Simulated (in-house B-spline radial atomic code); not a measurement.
# Lu³⁹⁺: ionisation energy by several methods

Aim: the ionisation energy of Lu³⁹⁺ by several methods, each as the difference of two self-consistent energies (Lu³⁹⁺ and the next ion, [Ar] 3d10 4s2 4p1).

The numbers are computed with in-house B-spline radial atomic code version 1 (Dirac-Coulomb, several functionals; spherical all-electron atom at the radial basis limit), except any that are marked as measured or tabulated.

## (1) The system

```
element       : lutetium (Z = 71)
charge        : +39
electrons     : 32
configuration : [Ar] 3d10 4s2 4p2
nucleus       : Fermi, rms radius 5.370 fm
```

The outer shells:

[Ar] 3d10 4s2 4p2
```
[Ar] core
3d [↑↓][↑↓][↑↓][↑↓][↑↓]
4s [↑↓]
4p [↑ ][↑ ][  ]
```

The boxes only draw the filling; these runs are spin-restricted and spherical.

## (2) exchange-only LDA

The run's settings:

```ini
Z = 71
electrons = 32.0
configuration = [Ar] 3d10 4s2 4p2
hamiltonian = dirac
method = lda,
spin_polarised = False
nucleus = fermi
rms_radius = 5.37
mass_number = 175
atomic_mass = 174.940777211
speed_of_light = 137.035999084
```

## (3) LDA (PW92)

The settings differ from step 2 so:

```diff
@@ -4,3 +4,3 @@
 hamiltonian = dirac
-method = lda,
+method = lda,pw
 spin_polarised = False
```

**Question.** The tabulated ionisation energy is 1875 ± 4 eV (tabulated theoretical; NIST Atomic Spectra Database). What does each method give, and which comes nearest?

As calculated:

| method | rung | total energy (hartree) | ΔSCF (eV) | with Breit, QED, recoil (eV) | −ε highest (eV) | corrected ΔSCF less tabulated (eV) |
| --- | --- | --- | --- | --- | --- | --- |
| exchange-only LDA | LDA | -13620.1472 | 1828.23 | 1826.47 | 1774.93 (4p3/2) | -48.53 |
| LDA (PW92) | LDA | -13624.1205 | 1830.85 | 1829.09 | 1777.54 (4p3/2) | -45.91 |

What this shows: Tables give 1875 ± 4 eV (tabulated theoretical; NIST Atomic Spectra Database) for the ionisation energy. LDA (PW92) misses by -45.91 eV, the least, and exchange-only LDA by -48.53 eV (2.6 %), the most. All methods miss on the same side by much the same amount, which points to something that they share. Open shells are averaged (over orientations, and over spins where the run is restricted), while tables refer to the lowest levels.

Members of this set that are not shown: 2 used exact exchange with fractional occupations of an open shell, which is unsound here.
